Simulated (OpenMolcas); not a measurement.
# Pr⁴⁺ among point charges: CASSCF and CASPT2 levels and susceptibility

How does a field of 6 point charges split the states of Pr⁴⁺, and what χT follows?

Method: state-averaged CASSCF and CASPT2, spin-orbit coupling by RASSI with atomic mean-field integrals. Code: OpenMolcas 26.06.

## Step 1: Starting point

- Species: Pr⁴⁺ (praseodymium, Z = 59, 55 electrons)
- Basis: ANO-RCC-VDZP [7s6p4d2f1g], 68 functions
- Scalar Hamiltonian: DKH2, point nucleus
- Inactive shells: 1s 2s 2p 3s 3p 3d 4s 4p 4d 5s 5p
- Active space: 1 electron in 7 orbitals (4f)
- Some configurations of this space: 4f
- Orbitals: optimised for the highest spin of each parity, averaged over all roots

The outer shells:

4f
```
4f [↑ ][  ][  ][  ][  ][  ][  ]
```

The ion sits among 6 point charges of -1.5 e arranged as a tetragonal octahedron (D4h), 2.71 Å from the ion, with the axial distance 2.575 Å.

The work runs as a chain of OpenMolcas steps in one folder; each step below is one input file. Labels, J, g values, rates, χT and fits are worked out afterwards by a script from the matrices that RASSI stores. The input lists half of the charges; inversion (Group=XYZ) makes the rest.

## Step 2: One- and two-electron integrals

The input, a.inp:

```
&GATEWAY
Coord
1

Pr 0.0 0.0 0.0
Basis=ANO-RCC-VDZP
Group=XYZ
NoMove
AngMom=0.0 0.0 0.0
AMFI
XField
3 Angstrom 0
2.710000 0.000000 0.000000 -1.500000
0.000000 2.710000 0.000000 -1.500000
0.000000 0.000000 2.574500 -1.500000
&SEWARD
```

Started as:

```bash
$ OMP_NUM_THREADS=1 MOLCAS_MEM=2252 MOLCAS_PROJECT=a pymolcas a.inp > a.log
```

## Step 3: CASSCF: doublets of odd parity, 7 roots

The input, a.inp:

```
&RASSCF
FileOrb=start.orb
Symmetry=2
Spin=2
nActEl=1 0 0
Inactive=15 12
Ras2=0 7
CIRoot=7 7 1
SDav=7
CIMx=300
Iter=120 100
PrWF=0.3
OrbListing=Nothing
MaxOrb=0
>>> COPY $Project.JobIph JOB001
```

start.orb holds the contracted functions of the basis, ordered by shell, or the orbitals of the step before.

## Step 4: RASSI: spin-orbit coupling between the states

The input, a.inp:

```
&RASSI
NrOfJobIphs=1 7
1 2 3 4 5 6 7
IphNames
JOB001
EJob
SpinOrbit
DIPRint=1.0
SOCoupling=1000.0
Subsets=2
Property=9
'ANGMOM' 1 'ANGMOM' 2 'ANGMOM' 3 'MLTPL  1' 1 'MLTPL  1' 2 'MLTPL  1' 3
'AMFI' 1 'AMFI' 2 'AMFI' 3
SOProperty=3
'ANGMOM' 1 'ANGMOM' 2 'ANGMOM' 3
```

## Step 5: CASPT2: IPEA 0.25, imaginary shift 0.1 (closed shells correlated: 5s 5p)

The input, a.inp:

```
>>> COPY JOB001 $Project.JobIph
&CASPT2
Multistate=7 1 2 3 4 5 6 7
NoMult
Frozen=14 9
IPEA=0.25
Imaginary=0.1
MaxIter=60
WThr=0.0 0.3 0.05
PrWF=0.5
NoMix
```

(Steps that only read results are left out.)

Before running it: what results should come out? Wanted: spin-free ground state; first state of the same spin within the active space; lowest level; next level.

As calculated:

| quantity | value |
| --- | --- |
| method | SS-CASPT2, IPEA 0.25, imaginary shift 0.1 (closed shells correlated: 5s 5p) |
| spin-free ground state | 2B1, 1-fold in its orbital part |
| first state of the same spin within the active space | 2E at 24.6 cm⁻¹ |
| lowest level | 2-fold E3/2, g = 1.74, 1.74, 2.30 |
| next level | 161.0 cm⁻¹ |
| χT at 300 K | 0.78 cm³ K/mol |
| effective moment at 300 K | 2.49 μB |

Cost by method:

```tsv
method	time of its own steps	time with the reference
A. CASSCF	2.3 s	2.3 s
B. SS-CASPT2, IPEA 0.25, imaginary shift 0.1, +5s 5p	1.4 s	3.8 s
```

Times are of one thread on a shared host.

In words: The spin-free ground state (2B1) comes to 100 % from free-ion F terms and keeps the highest spin of the shell. Point charges carry no covalency, so the field is a model and not that of real ligands.
